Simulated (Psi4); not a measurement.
# One shape, several levels: BSiH3ClO (SMILES [SiH3]O[B]Cl)

We compute a comparison of 3 runs (U-r2SCAN/cc-pVDZ, UBHLYP/cc-pVDZ, UTPSS/cc-pVDZ) of BSiH3ClO. 

The calculation is run with Psi4 1.11.

1 further run of the same task is left out (set aside as unsound or not needed).

**1. The molecule**

BSiH3ClO has 7 atoms, charge 0, and is taken as a doublet. As SMILES, `[SiH3]O[B]Cl`. The B3–Cl4 distance was set to 2.271 Å, away from the relaxed value.

Bond lengths: Si1–O2 1.667 Å, O2–B3 1.324 Å, Si1–H5 1.480 Å, Si1–H6 1.482 Å, Si1–H7 1.480 Å. Angles: Si1–O2–B3 133.9°, O2–Si1–H5 107.1°, O2–Si1–H6 109.9°, O2–Si1–H7 107.2°, H5–Si1–H6 110.9°, H5–Si1–H7 110.6°, H6–Si1–H7 110.9°. A long bond or contact: B3–Cl4 2.271 Å.

**2. A single-point energy at U-r2SCAN/cc-pVDZ (run 1)**

The input, bclh3osi.json:

```json
{
  "schema_name": "qcschema_input",
  "schema_version": 1,
  "molecule": {
    "schema_name": "qcschema_molecule",
    "schema_version": 2,
    "symbols": ["Si", "O", "B", "Cl", "H", "H", "H"],
    "geometry": [-1.28055968, 2.36938397, 1.06118704, -0.11289791, -0.32120809, -0.08852233, 2.17612735, -1.06519326, -0.77449291, 3.03301043, -4.98282985, -2.30376512, -2.4678746, 1.76731723, 3.52028765, 0.77659618, 4.2424805, 1.37563747, -3.19541916, 3.28590114, -0.75899716],
    "molecular_charge": 0,
    "molecular_multiplicity": 2,
    "fix_symmetry": "c1"
  },
  "driver": "energy",
  "model": {
    "method": "r2scan",
    "basis": "cc-pVDZ"
  },
  "keywords": {
    "reference": "uks",
    "puream": true,
    "e_convergence": 1e-09,
    "d_convergence": 1e-08,
    "scf_type": "pk",
    "dft_radial_points": 99,
    "dft_spherical_points": 590,
    "maxiter": 100
  }
}
```

On the command line:

```
$ psi4 --qcschema bclh3osi.json -n 1 --memory 2200MB
```

stdout:

```text
[...]
  Running in c1 symmetry.
[...]
  Nuclear repulsion =  161.107110713458866
[...]
  Multiplicity = 2
[...]
  Nalpha       = 24
  Nbeta        = 23
[...]
    Number of basis functions: 79
[...]
   @UKS iter   1:  -851.31048731497094   -4.67762e-01   7.82026e-03 ADIIS/DIIS
[...]
   @UKS iter  14:  -851.46579079961009    3.41061e-13   4.03851e-09 DIIS
[...]
   @S^2 Observed:                7.589510167E-01
[...]
    Orbital Energies [Eh]
    ---------------------
    Alpha Occupied:
       1A   -101.174827     2A    -65.915783     3A    -19.052148
       4A     -9.333278     5A     -7.079555     6A     -7.069924
       7A     -7.069396     8A     -6.782301     9A     -5.281450
      10A     -3.626592    11A     -3.621535    12A     -3.621423
      13A     -1.057346    14A     -0.727817    15A     -0.614036
      16A     -0.493526    17A     -0.438148    18A     -0.433005
      19A     -0.362047    20A     -0.349473    21A     -0.345276
      22A     -0.262043    23A     -0.261583    24A     -0.228978
    Alpha Virtual:
      25A     -0.085548    26A     -0.034227    27A     -0.021332
[...]
  @UKS Final Energy:  -851.46579079961009
   => Energetics <=
    Nuclear Repulsion Energy =            161.1071107134588658
    One-Electron Energy =               -1495.0102358288552296
    Two-Electron Energy =                 545.2092556434600965
    DFT Exchange-Correlation Energy =     -62.7719213276738941
    Empirical Dispersion Energy =           0.0000000000000000
    VV10 Nonlocal Energy =                  0.0000000000000000
    Total Energy =                       -851.4657907996100903
[...]
 Multipole Moments:
 ------------------------------------------------------------------------------------
     Multipole            Electronic (a.u.)      Nuclear  (a.u.)        Total (a.u.)
 ------------------------------------------------------------------------------------
 L = 1.  Multiply by 2.5417464519 to convert [e a0] to [Debye]
 Dipole X            :          4.6320967           -5.4895836           -0.8574869
 Dipole Y            :         -6.5123949            8.2267213            1.7143264
 Dipole Z            :         -3.1270078            3.8838579            0.7568501
 Magnitude           :                                                    2.0608301
[...]
```

The result, in JSON:

```text
{
 "driver": "energy",
 "model": {
  "method": "r2scan",
  "basis": "cc-pVDZ"
 },
 "success": true,
 "return_result": -851.4657907996101,
 "properties": {
  "calcinfo_nbasis": 79,
  "calcinfo_nmo": 79,
  "calcinfo_nalpha": 24,
  "calcinfo_nbeta": 23,
  "calcinfo_natom": 7,
  "nuclear_repulsion_energy": 161.10711071345887,
  "return_energy": -851.4657907996101,
  "scf_one_electron_energy": -1495.0102358288552,
  "scf_two_electron_energy": 545.2092556434601,
  "scf_xc_energy": -62.771921327673894,
  "scf_dipole_moment": [-0.8574868991088911, 1.714326394589615, 0.7568500957352433],
  "scf_total_energy": -851.4657907996101,
  "scf_iterations": 14
 }
}
```

Run time: 70 s. Hardware: 1 thread of AMD EPYC 7R43 (Zen 3), shared host; peak memory 1.3 GiB.

**3. Energy and forces at UBHLYP/cc-pVDZ (run 2)**

The input, bclh3osi.dat:

```
memory 2.2 GB

molecule molecule1 {
  0 2
  Si
  O 1 1.667081
  B 2 1.324393 1 133.86115
  Cl 3 2.2712 2 123.47715 1 -179.80489
  H 1 1.479746 2 107.12332 3 -121.62942
  H 1 1.481626 5 110.93089 2 -119.91879
  H 1 1.479782 5 110.62371 6 -123.52434
  symmetry c1
  no_reorient
  no_com
}

set basis cc-pVDZ
set reference uks
set puream true
set e_convergence 1e-09
set d_convergence 1e-08
set scf_type pk
set dft_radial_points 99
set dft_spherical_points 590
set maxiter 100

energy_value, wavefunction = gradient("bhhlyp", return_wfn=True)
oeprop(wavefunction, "MAYER_INDICES", "WIBERG_LOWDIN_INDICES", "LOWDIN_CHARGES")
print_variables()
```

On the command line:

```
$ psi4 -i bclh3osi.dat -o bclh3osi.out -n 1
```

bclh3osi.out (excerpt; [...] marks lines left out):

```text
[...]
  Running in c1 symmetry.
[...]
  Nuclear repulsion =  161.107089948433810
[...]
  Multiplicity = 2
[...]
  Nalpha       = 24
  Nbeta        = 23
[...]
    Number of basis functions: 79
[...]
   @UKS iter   1:  -851.40625195435132   -7.47878e-01   6.67062e-03 ADIIS/DIIS
[...]
   @UKS iter  14:  -851.52891402330431   -1.09139e-11   8.68893e-09 DIIS
[...]
   @S^2 Observed:                7.642191749E-01
[...]
  @UKS Final Energy:  -851.52891402330431
   => Energetics <=
    Nuclear Repulsion Energy =            161.1070899484338099
    One-Electron Energy =               -1495.1401766507565299
    Two-Electron Energy =                 514.8339077284005043
    DFT Exchange-Correlation Energy =     -32.3297350493821511
    Empirical Dispersion Energy =           0.0000000000000000
    VV10 Nonlocal Energy =                  0.0000000000000000
    Total Energy =                       -851.5289140233043099
[...]
 Multipole Moments:
 ------------------------------------------------------------------------------------
     Multipole            Electronic (a.u.)      Nuclear  (a.u.)        Total (a.u.)
 ------------------------------------------------------------------------------------
 L = 1.  Multiply by 2.5417464519 to convert [e a0] to [Debye]
 Dipole X            :         -0.0054876            0.0085803            0.0030927
 Dipole Y            :         -1.7032602            1.7618506            0.0585905
 Dipole Z            :          8.3804317          -10.4782949           -2.0978632
 Magnitude           :                                                    2.0986835
[...]
  -Total Gradient:
     Atom            X                  Y                   Z
    ------   -----------------  -----------------  -----------------
       1       -0.000050350014    -0.003801234044     0.033678361816
       2        0.000056714730     0.027709005800    -0.053802831462
       3        0.000136105147    -0.033158599309    -0.031444562569
       4       -0.000157943564     0.008270040607     0.055971452848
       5        0.000521175898     0.000741877944    -0.001329305661
       6        0.000016150682    -0.000464369922    -0.001706901999
       7       -0.000521573349     0.000709421072    -0.001369469374
[...]
```

It took 44 s on 1 thread of AMD EPYC 7R43 (Zen 3), shared host; peak memory 1.1 GiB.

**4. Energy and gradient at UTPSS/cc-pVDZ (run 3)**

The input, input.in:

```
memory 2200 MB

molecule mol {
  0 2
  Si
  O 1 1.667081
  B 2 1.324393 1 133.86115
  Cl 3 2.2712 2 123.47715 1 -179.80489
  H 1 1.479746 2 107.12332 3 -121.62942
  H 1 1.481626 5 110.93089 2 -119.91879
  H 1 1.479782 5 110.62371 6 -123.52434
  symmetry c1
  no_reorient
  no_com
}

set {
  reference uks
  puream true
  e_convergence 1e-09
  d_convergence 1e-08
  scf_type pk
  dft_radial_points 99
  dft_spherical_points 590
  maxiter 100
}

E, wfn = gradient('tpss/cc-pVDZ', return_wfn=True)
oeprop(wfn, 'MAYER_INDICES', 'MULLIKEN_CHARGES', 'LOWDIN_CHARGES')
```

On the command line:

```
$ psi4 -i input.in -o input.out -n 1
```

input.out (excerpt; [...] marks lines left out):

```text
[...]
  Running in c1 symmetry.
[...]
  Nuclear repulsion =  161.107089948433810
[...]
  Multiplicity = 2
[...]
  Nalpha       = 24
  Nbeta        = 23
[...]
    Number of basis functions: 79
[...]
   @UKS iter   1:  -851.47208589849970   -4.34464e-01   8.29285e-03 DIIS/ADIIS
[...]
   @UKS iter  14:  -851.64476551166013    3.41061e-13   1.97617e-09 DIIS
[...]
   @S^2 Observed:                7.565057756E-01
[...]
  @UKS Final Energy:  -851.64476551166013
   => Energetics <=
    Nuclear Repulsion Energy =            161.1070899484338099
    One-Electron Energy =               -1495.0820152482710910
    Two-Electron Energy =                 545.2860624641392633
    DFT Exchange-Correlation Energy =     -62.9559026759621432
    Empirical Dispersion Energy =           0.0000000000000000
    VV10 Nonlocal Energy =                  0.0000000000000000
    Total Energy =                       -851.6447655116601254
[...]
 Multipole Moments:
 ------------------------------------------------------------------------------------
     Multipole            Electronic (a.u.)      Nuclear  (a.u.)        Total (a.u.)
 ------------------------------------------------------------------------------------
 L = 1.  Multiply by 2.5417464519 to convert [e a0] to [Debye]
 Dipole X            :         -0.0059877            0.0085803            0.0025925
 Dipole Y            :         -1.6187945            1.7618506            0.1430562
 Dipole Z            :          8.4932071          -10.4782949           -1.9850878
 Magnitude           :                                                    1.9902375
[...]
  -Total Gradient:
     Atom            X                  Y                   Z
    ------   -----------------  -----------------  -----------------
       1       -0.000062066600    -0.002094329981     0.040804779236
       2        0.000071243905     0.009001546936    -0.048803835133
       3        0.000117713509    -0.014394739379    -0.043641080320
       4       -0.000145530466     0.007273952396     0.052207609839
       5       -0.002641391205    -0.001444671128    -0.000328227934
       6       -0.000049244520     0.003032838728     0.000119855898
       7        0.002710108882    -0.001365628555    -0.000355999568
[...]
  Mulliken Charges: (a.u.)
   Center  Symbol    Alpha    Beta     Spin     Total
       1    SI     6.78078  6.78184 -0.00105  0.43738
       2     O     4.09070  4.06929  0.02140 -0.15999
[...]
```

Run time: 1.7 min. Hardware: 1 thread of AMD EPYC 7R43 (Zen 3), shared host; peak memory 1.3 GiB.

**5. Overview of the runs**

```csv
run,level,task,properties,energy (Eh),dipole moment (D),HOMO energy (eV),LUMO energy (eV),wall time
1,U-r2SCAN/cc-pVDZ,energy,–,-851.465791,5.24,-6.23,-3.54,70 s
2,UBHLYP/cc-pVDZ,gradient,"(mayer, wiberg, lowdin)",-851.528914,5.33,-8.26,-2.20,44 s
3,UTPSS/cc-pVDZ,gradient,"(mayer, mulliken, lowdin)",-851.644766,5.06,-5.95,-3.90,1.7 min
```

**6. Results**

```
                                 quantity          value
                      run 3: total energy  -851.64477 Eh
                     run 3: dipole moment         5.06 D
run 3: HOMO energy (highest over α and β)       -5.95 eV
 run 3: LUMO energy (lowest over α and β)       -3.90 eV
                              run 3: ⟨S²⟩          0.757
          run 3: largest force on an atom     2.711 eV/Å
```

The dipole moment (its size) runs from 5.06 D (UTPSS/cc-pVDZ) to 5.33 D (UBHLYP/cc-pVDZ). Totals of different functionals can't be ranked against each other. All runs together took 3.6 min, the longest 1.7 min.
